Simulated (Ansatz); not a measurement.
# CH5BClNO: the cost of one run

Method: functionals in def2-TZVPP, the program's frozen cores in correlated methods; program: Ansatz 0.2.0, Gaussian basis.

The runs, in order: PBE-D4, r2SCAN-D4, PBE0-D4, B3LYP-D4, ωB97X-V, ωB97M-V, B2PLYP; CCSD(T)/def2-TZVPP; CCSD(T)/def2-QZVPP; extrapolation to the limit.

### 1 The geometry

The geometry comes from an earlier relaxation with PBE0-D4 in a triple-zeta def2 set; it is a stationary point, not always the lowest conformer.

SMILES `NB(Cl)CO`, 10 atoms, charge 0, spin multiplicity 1.

Atoms are counted from 1 here; the program's logs count them from 0.

Bond lengths: N1–B2 1.386 Å, N1–H6 1.006 Å, N1–H7 1.006 Å, B2–Cl3 1.784 Å, B2–C4 1.577 Å, C4–O5 1.413 Å, C4–H8 1.096 Å, C4–H9 1.105 Å, O5–H10 0.962 Å. Angles: B2–N1–H6 123.1°, B2–N1–H7 122.5°, H6–N1–H7 114.4°, N1–B2–Cl3 118.3°, N1–B2–C4 123.5°, Cl3–B2–C4 118.2°, B2–C4–O5 116.0°, B2–C4–H8 109.8°, B2–C4–H9 107.4°, O5–C4–H8 107.3°, O5–C4–H9 110.4°, H8–C4–H9 105.5°, C4–O5–H10 107.8°.

Coordinates:

```xyz
10

N    -1.64515    0.42057    0.07636
B    -0.34265    0.24355   -0.36274
Cl    0.08979    0.83901   -1.98745
C     0.76477   -0.50172    0.47640
O     2.10316   -0.18140    0.15683
H    -2.36239    0.84397   -0.48700
H    -1.95173    0.12786    0.98828
H     0.62562   -0.29295    1.54362
H     0.59056   -1.58661    0.36255
H     2.12803    0.08771   -0.76685
```

### 2 PBE-D4 (GGA)

Input file in.yaml:

```yaml
crystal:
  periodic: [false, false, false]
  atoms:
    - {symbol: N, position_ang: [-1.645146, 0.420566, 0.076363]}
    - {symbol: B, position_ang: [-0.342654, 0.243546, -0.362737]}
    - {symbol: Cl, position_ang: [0.089788, 0.839010, -1.987448]}
    - {symbol: C, position_ang: [0.764774, -0.501715, 0.476401]}
    - {symbol: O, position_ang: [2.103155, -0.181402, 0.156833]}
    - {symbol: H, position_ang: [-2.362386, 0.843968, -0.487000]}
    - {symbol: H, position_ang: [-1.951732, 0.127861, 0.988281]}
    - {symbol: H, position_ang: [0.625622, -0.292947, 1.543616]}
    - {symbol: H, position_ang: [0.590558, -1.586613, 0.362546]}
    - {symbol: H, position_ang: [2.128031, 0.087706, -0.766846]}
basis:
  gaussian: {orbitals: def2-TZVPP}
hamiltonian: {xc: pbe, dispersion: d4}
output: {forces: true, orbitals: {seedname: orbitals}}
```

The run is started by

```bash
$ ansatz run in.yaml --threads 2 --pin off --events-out ev --progress --plain --max-ram 32768MiB --backend cpu
```

Q: Estimate wall time and peak memory on 2 threads of AMD EPYC 7R13, shared host.

About 3.2 s, with a peak of 0.31 GiB.
